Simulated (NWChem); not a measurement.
**the pair BNH4···BH2SF, step by step**

We compute the energy (singlet B2NH6SF, BLYP-D2/def2-SVPD), then a single-point energy (singlet BNH4, BLYP-D2/def2-SVPD), then a single-point energy (singlet BH2SF, BLYP-D2/def2-SVPD), then the energy (singlet BNH4, BLYP-D2/def2-SVPD), then the energy (singlet BH2SF, BLYP-D2/def2-SVPD) of B2FH6NS and its partners. 

The calculation is run with NWChem 7.3.0.

## (1) The molecule

B2NH6SF: 11 atoms, total charge 0, spin state singlet. The two molecules were placed rigidly side by side, at 1.3 times their contact distance; the pair isn't optimised.

Bond lengths: B1–N2 1.385 Å, F7–B8 1.322 Å, B8–S9 1.794 Å, B1–H3 1.197 Å, B1–H4 1.197 Å, N2–H5 1.006 Å, N2–H6 1.006 Å, B8–H10 1.194 Å, S9–H11 1.342 Å. Angles: F7–B8–S9 117.9°, B1–N2–H5 123.2°, B1–N2–H6 123.2°, N2–B1–H3 119.0°, N2–B1–H4 119.0°, F7–B8–H10 119.5°, S9–B8–H10 122.6°, B8–S9–H11 94.9°, H5–N2–H6 113.5°, H3–B1–H4 122.0°.

## (2) A single-point energy at BLYP-D2/def2-SVPD (run 1)

Contents of work.nw:

```
start work
memory stack 880 mb heap 220 mb global 1100 mb
geometry units atomic noautosym nocenter noautoz
B   -0.25552877  -1.26417009  -0.03388279
N    0.26282311   1.30018827   0.03490324
H    0.41343428  -2.56505755   1.69162613
H   -1.35875088  -2.11284609  -1.81702836
H   -0.24305657   2.50262100  -1.34762039
H    1.18104103   2.13922666   1.47203996
F    5.38116522   3.37489968   6.38680187
B    6.54827897   1.86601006   7.99994768
S    9.10836654  -0.02779787   6.83508270
H    5.87597110   1.80703171  10.15281817
H    9.59614264  -1.12640905   9.06734058
end
basis "ao basis" spherical bse
* library def2-SVPD
end
dft
xc becke88 lyp
mult 1
disp vdw 2
grid fine
convergence energy 1e-08
iterations 100
mulliken
print low
end
task dft energy
```

Run with:

```bash
$ nwchem work.nw > work.out
```

What it wrote:

```text
[...]
 d= 0,ls=0.0,diis     1   -605.7745223954 -7.73D+02  1.42D-02  8.31D-01     3.6
[...]
 d= 0,ls=0.0,diis    11   -605.8779830380 -1.67D-09  1.55D-07  7.44D-10    35.2
         Total DFT energy =     -605.877983037993
      One electron energy =    -1165.831018948664
           Coulomb energy =      445.551317130098
    Exchange-Corr. energy =      -53.303658278854
 Nuclear repulsion energy =      167.709966829310
    Dispersion correction =       -0.004589769882
[...]
      Total Density - Mulliken Population Analysis
     ---------------------------------------------
    Atom       Charge   Shell Charges
 -----------   ------   -------------------------------------------------------
    1 B    5     6.01   1.98  0.89  0.45 -0.04  1.66  0.95  0.06  0.06
    2 N    7     6.60   1.99  1.02  0.17  0.01  2.52  0.93  0.01 -0.04
    3 H    1     0.58   0.78 -0.19  0.01 -0.02
    4 H    1     0.58   0.78 -0.19  0.01 -0.02
    5 H    1     1.08   0.77  0.25  0.04  0.02
    6 H    1     1.13   0.77  0.29  0.04  0.03
    7 F    9     9.34   1.99  1.15  0.70  0.24  3.37  1.75  0.13  0.01  0.00
    8 B    5     4.98   1.98  0.86  0.16 -0.06  1.57  0.30  0.14  0.03
    9 S   16    16.28   2.00  1.98  1.32  0.45  0.06  5.92  1.87  2.42  0.18  0.05  0.04
   10 H    1     0.61   0.77 -0.18  0.01 -0.00
[...]
```

Wall time 36 s (1 thread of Intel Xeon 6975P-C (Granite Rapids), shared host); peak memory 0.12 GiB.

## (3) BNH4: the energy at BLYP-D2/def2-SVPD (run 2)

Contents of bh4n.nw:

```
start bh4n
title "BH4N"
memory stack 880 mb heap 220 mb global 1100 mb
charge 0

geometry units bohr noautosym nocenter noautoz
  B  -0.25552877 -1.26417009 -0.03388279
  N   0.26282311  1.30018827  0.03490324
  H   0.41343428 -2.56505755  1.69162613
  H  -1.35875088 -2.11284609 -1.81702836
  H  -0.24305657  2.50262100 -1.34762039
  H   1.18104103  2.13922666  1.47203996
end

basis spherical bse
  * library def2-SVPD
end

dft
  xc becke88 lyp
  disp vdw 2
  grid fine
  convergence energy 1e-08
  iterations 100
  mulliken
  print low
end

task dft energy
```

Run with:

```bash
$ nwchem bh4n.nw > bh4n.out
```

What it wrote:

```text
[...]
 d= 0,ls=0.0,diis     1    -81.9134082872 -1.14D+02  1.81D-02  2.50D-01     0.6
[...]
 d= 0,ls=0.0,diis     8    -81.9453469256  9.80D-11  5.36D-07  3.42D-09     3.6
         Total DFT energy =      -81.945346925565
      One electron energy =     -173.282952877979
           Coulomb energy =       71.431671538464
    Exchange-Corr. energy =      -12.407947849318
 Nuclear repulsion energy =       32.316093035498
    Dispersion correction =       -0.002210772230
[...]
      Total Density - Mulliken Population Analysis
     ---------------------------------------------
    Atom       Charge   Shell Charges
 -----------   ------   -------------------------------------------------------
    1 B    5     5.99   1.98  0.89  0.44 -0.05  1.66  0.93  0.06  0.07
    2 N    7     6.70   1.99  1.02  0.19  0.07  2.52  0.93  0.01 -0.04
    3 H    1     0.59   0.78 -0.18  0.01 -0.02
    4 H    1     0.59   0.78 -0.18  0.01 -0.02
    5 H    1     1.07   0.77  0.24  0.04  0.02
    6 H    1     1.07   0.77  0.24  0.04  0.02
[...]
```

Run time: 4.2 s. Hardware: 1 thread of Intel Xeon 6975P-C (Granite Rapids), shared host; peak memory 0.11 GiB.

## (4) BH2SF: the energy at BLYP-D2/def2-SVPD (run 3)

Contents of job.nw:

```
start job
title "BFH2S"
memory stack 880 mb heap 220 mb global 1100 mb

geometry noautosym nocenter noautoz
   F        2.847590       1.785920       3.379750
   B        3.465200       0.987450       4.233390
   S        4.819940      -0.014710       3.616970
   H        3.109430       0.956240       5.372640
   H        5.078060      -0.596070       4.798230
end

basis spherical bse
   * library def2-SVPD
end

dft
   xc becke88 lyp
   disp vdw 2
   grid fine
   convergence energy 1e-08
   maxiter 100
   mulliken
   print low
end

task dft energy
```

Run with:

```bash
$ nwchem job.nw > job.out
```

What it wrote:

```text
[...]
 d= 0,ls=0.0,diis     1   -523.8591475954 -6.10D+02  1.94D-02  5.84D-01     0.8
[...]
 d= 0,ls=0.0,diis    10   -523.9314258010 -7.26D-09  6.91D-07  6.49D-09     6.8
         Total DFT energy =     -523.931425801044
      One electron energy =     -895.072653832109
           Coulomb energy =      325.403059297517
    Exchange-Corr. energy =      -40.895418265206
 Nuclear repulsion energy =       86.635507493868
    Dispersion correction =       -0.001920495113
[...]
      Total Density - Mulliken Population Analysis
     ---------------------------------------------
    Atom       Charge   Shell Charges
 -----------   ------   -------------------------------------------------------
    1 F    9     9.33   1.99  1.15  0.70  0.24  3.37  1.75  0.11  0.01  0.00
    2 B    5     4.98   1.98  0.86  0.15 -0.05  1.57  0.29  0.14  0.04
    3 S   16    16.27   2.00  1.98  1.32  0.45  0.06  5.92  1.87  2.42  0.17  0.05  0.04
    4 H    1     0.63   0.77 -0.16  0.01 -0.00
    5 H    1     0.80   0.73 -0.03  0.03  0.07
[...]
```

Wall time 7.5 s (1 thread of Intel Xeon 6975P-C (Granite Rapids), shared host); peak memory 0.11 GiB.

## (5) BNH4 among ghost functions: the energy at BLYP-D2/def2-SVPD (with ghost functions) (run 4)

Contents of mol.nw:

```
start mol
title "BH4N"
memory 2200 mb

geometry units bohr noautosym nocenter noautoz
  B     -0.25552877    -1.26417009    -0.03388279
  N      0.26282311     1.30018827     0.03490324
  H      0.41343428    -2.56505755     1.69162613
  H     -1.35875088    -2.11284609    -1.81702836
  H     -0.24305657     2.50262100    -1.34762039
  H      1.18104103     2.13922666     1.47203996
  bqF      5.381165     3.374900     6.386802
  bqB      6.548279     1.866010     7.999948
  bqS      9.108367    -0.027798     6.835083
  bqH      5.875971     1.807032    10.152818
  bqH      9.596143    -1.126409     9.067341
end

basis spherical bse
  B library def2-SVPD
  N library def2-SVPD
  H library def2-SVPD
  bqF library F def2-SVPD
  bqB library B def2-SVPD
  bqS library S def2-SVPD
  bqH library H def2-SVPD
end

dft
  xc becke88 lyp
  disp vdw 2
  grid fine
  convergence energy 1e-08
  maxiter 100
  mulliken
  noprint "final vectors analysis"
end

task dft energy
```

Run with:

```bash
$ nwchem mol.nw > mol.out
```

What it wrote:

```text
[...]
          Wavefunction type:  closed shell.
          No. of atoms     :    11
          No. of electrons :    16
[...]
          Charge           :     0
          Spin multiplicity:     1
[...]
          AO basis - number of functions:   158
[...]
              XC Information
              --------------
                    Becke 1988 Exchange Functional  1.000
              Lee-Yang-Parr Correlation Functional  1.000
[...]
 d= 0,ls=0.0,diis     1    -81.9135064049 -1.14D+02  8.74D-03  2.51D-01     3.0
[...]
 d= 0,ls=0.0,diis     8    -81.9454793647  1.15D-10  2.60D-07  3.68D-09    23.6
         Total DFT energy =      -81.945479364684
      One electron energy =     -173.282616642642
           Coulomb energy =       71.431065099878
    Exchange-Corr. energy =      -12.407810085188
 Nuclear repulsion energy =       32.316093035498
    Dispersion correction =       -0.002210772230
[...]
      Total Density - Mulliken Population Analysis
     ---------------------------------------------
    Atom       Charge   Shell Charges
 -----------   ------   -------------------------------------------------------
    1 B    5     6.01   1.98  0.89  0.45 -0.04  1.66  0.95  0.06  0.07
    2 N    7     6.61   1.99  1.02  0.17  0.01  2.52  0.93  0.01 -0.04
    3 H    1     0.58   0.78 -0.19  0.01 -0.02
    4 H    1     0.58   0.78 -0.19  0.01 -0.02
    5 H    1     1.08   0.77  0.25  0.04  0.02
    6 H    1     1.13   0.77  0.28  0.04  0.03
    7 X    0     0.00  -0.00 -0.00  0.00 -0.00  0.00 -0.00  0.00 -0.00 -0.00
    8 X    0    -0.00  -0.00  0.00  0.00 -0.00 -0.00  0.00 -0.00 -0.00
    9 X    0     0.00  -0.00 -0.00  0.00 -0.00  0.00 -0.00 -0.00 -0.00  0.00 -0.00  0.00
   10 X    0    -0.00  -0.00 -0.00 -0.00 -0.00
[...]
```

Wall time 24 s (1 thread of Intel Xeon 6975P-C (Granite Rapids), shared host); peak memory 0.12 GiB.

## (6) BH2SF among ghost functions: a single-point energy at BLYP-D2/def2-SVPD (with ghost functions) (run 5)

Contents of mymol.nw:

```
START mymol
memory 2200 mb
GEOMETRY units atomic noautosym nocenter noautoz
F    5.38116522   3.37489968   6.38680187
B    6.54827897   1.86601006   7.99994768
S    9.10836654  -0.02779787   6.83508270
H    5.87597110   1.80703171  10.15281817
H    9.59614264  -1.12640905   9.06734058
bqB     -0.255529    -1.264170    -0.033883
bqN      0.262823     1.300188     0.034903
bqH      0.413434    -2.565058     1.691626
bqH     -1.358751    -2.112846    -1.817028
bqH     -0.243057     2.502621    -1.347620
bqH      1.181041     2.139227     1.472040
END
BASIS spherical bse
F library def2-SVPD
B library def2-SVPD
S library def2-SVPD
H library def2-SVPD
bqB library B def2-SVPD
bqN library N def2-SVPD
bqH library H def2-SVPD
END
DFT
xc becke88 lyp
mult 1
disp vdw 2
grid fine
convergence energy 1e-08
iterations 100
mulliken
noprint "final vectors analysis"
END
TASK dft energy
```

Run with:

```bash
$ nwchem mymol.nw > mymol.out
```

What it wrote:

```text
[...]
          Wavefunction type:  closed shell.
          No. of atoms     :    11
          No. of electrons :    32
[...]
          Charge           :     0
          Spin multiplicity:     1
[...]
          AO basis - number of functions:   158
[...]
              XC Information
              --------------
                    Becke 1988 Exchange Functional  1.000
              Lee-Yang-Parr Correlation Functional  1.000
[...]
 d= 0,ls=0.0,diis     1   -523.8592398523 -6.10D+02  1.11D-02  5.85D-01     3.2
[...]
 d= 0,ls=0.0,diis    10   -523.9315692168 -7.26D-09  3.87D-07  6.58D-09    30.3
         Total DFT energy =     -523.931569216752
      One electron energy =     -895.072388088454
           Coulomb energy =      325.402400351343
    Exchange-Corr. energy =      -40.895162260196
 Nuclear repulsion energy =       86.635501276441
    Dispersion correction =       -0.001920495885
[...]
      Total Density - Mulliken Population Analysis
     ---------------------------------------------
    Atom       Charge   Shell Charges
 -----------   ------   -------------------------------------------------------
    1 F    9     9.33   1.99  1.15  0.70  0.24  3.37  1.75  0.13  0.01  0.00
    2 B    5     4.98   1.98  0.86  0.16 -0.06  1.57  0.30  0.14  0.03
    3 S   16    16.28   2.00  1.98  1.32  0.45  0.06  5.92  1.87  2.42  0.18  0.05  0.04
    4 H    1     0.61   0.77 -0.18  0.01 -0.00
    5 H    1     0.80   0.73 -0.03  0.03  0.07
    6 X    0    -0.00  -0.00 -0.00  0.00 -0.00 -0.00 -0.00 -0.00 -0.00
    7 X    0    -0.00   0.00 -0.00  0.00 -0.00 -0.00  0.00 -0.00 -0.00
    8 X    0     0.00  -0.00  0.00  0.00 -0.00
    9 X    0    -0.00  -0.00 -0.00 -0.00 -0.00
   10 X    0     0.00  -0.00  0.00 -0.00  0.00
[...]
```

It took 31 s on 1 thread of Intel Xeon 6975P-C (Granite Rapids), shared host; peak memory 0.12 GiB.

## (7) Outcome

| quantity | value |
| --- | --- |
| run 1, BLYP-D2/def2-SVPD: total energy | -605.87798 Eh |
| run 1, BLYP-D2/def2-SVPD: dispersion energy | -12.05 kJ/mol |
| BNH4: total energy | -81.94535 Eh |
| BNH4: dispersion energy | -5.80 kJ/mol |
| BH2SF: total energy | -523.93143 Eh |
| BH2SF: dispersion energy | -5.04 kJ/mol |
| BNH4 among ghost functions: total energy | -81.94548 Eh |
| BNH4 among ghost functions: dipole moment | 2.00 D |
| BNH4 among ghost functions: dispersion energy | -5.80 kJ/mol |
| BH2SF among ghost functions: total energy | -523.93157 Eh |
| BH2SF among ghost functions: dipole moment | 1.48 D |
| BH2SF among ghost functions: dispersion energy | -5.04 kJ/mol |
| interaction energy of the rigid parts BNH4 and BH2SF (parts in their own basis; closest atoms 3.48 Å apart) | -0.033 eV |
| interaction energy of the rigid parts BNH4 and BH2SF (parts in the whole basis, counterpoise; closest atoms 3.48 Å apart) | -0.025 eV |

**Reading.** The interaction energy of the rigid parts BNH4 and BH2SF (parts in their own basis; closest atoms 3.48 Å apart) is −0.03 eV (−3.2 kJ/mol): the parts attract. Without counterpoise this holds the superposition error of the basis. The interaction energy of the rigid parts BNH4 and BH2SF (parts in the whole basis, counterpoise; closest atoms 3.48 Å apart) is −0.03 eV (−2.5 kJ/mol): the parts attract. The basis-set superposition error is 0.7 kJ/mol. Mulliken charges (run 1, BLYP-D2/def2-SVPD) run from -1.01 on B1 to +0.42 on H3; in a basis this large or diffuse they mean little. Mulliken charges (BNH4) run from -0.99 on B1 to +0.41 on H3; in a basis this large or diffuse they mean little.
